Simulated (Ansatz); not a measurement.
# YTl: the cost of one run

Computed with Ansatz 0.2.0 (DFT LDA, scalar-relativistic, unless a step's input says otherwise).

## (1) The structure to begin with

It takes space group Pm-3m (No. 221, cubic). Conventional cell: a = 3.751 Å, b = 3.751 Å, c = 3.751 Å, α = 90.00°, β = 90.00°, γ = 90.00°. Y (site symmetry m-3m) is surrounded by 8 Tl at 3.25 Å. Tl (site symmetry m-3m) is surrounded by 8 Y at 3.25 Å.

Coordinates:

```
CELL_PARAMETERS angstrom
3.75100 0.00000 0.00000
0.00000 3.75100 0.00000
0.00000 0.00000 3.75100
ATOMIC_POSITIONS crystal
Y 0.50000 0.50000 0.50000
Tl 0.00000 0.00000 0.00000
```

Atoms are numbered in the order of the input: Y1, Tl2.

## (2) After the deformation

Space group Pm-3m before, P4/mmm after.

## (3) All-electron LAPW

The input, input.yaml:

```yaml
crystal:
  lattice:
    - [3.67598, 0.0, 0.0]
    - [0.0, 3.67598, 0.0]
    - [0.0, 0.0, 3.751]
  atoms:
    - { symbol: "Y", position: [0.5, 0.5, 0.5] }
    - { symbol: Tl, position: [0.0, 0.0, 0.0] }
kpoints:
  mp_grid: { grid: [11, 11, 11] }
  band_path:
    path:
      - [0.0, 0.0, 0.0]
      - [0.0, 0.5, 0.0]
      - [0.5, 0.5, 0.0]
      - [0.0, 0.0, 0.0]
      - [0.0, 0.0, 0.5]
      - [0.0, 0.5, 0.5]
      - [0.5, 0.5, 0.5]
      - [0.0, 0.0, 0.5]
      - [0.0, 0.5, 0.0]
    npoints: 5
scf:
  occupations: { method: fermi_dirac, width: 0.08 }
hamiltonian:
  xc: lda
  pseudopotentials: { kind: all_electron, lapw: { basis_error: 0.00025 } }
output:
  forces: true
  stress: true
  eigenvalues: true
```

Run with:

```console
$ ansatz run input.yaml --threads 1 --pin off --max-ram 3072MiB --backend cpu --events-out ev --progress --plain --runs-dir out
```

What time and memory should one allow on 1 thread of Arm Neoverse V2, shared host?

About 52 s, with a peak of 0.62 GiB.
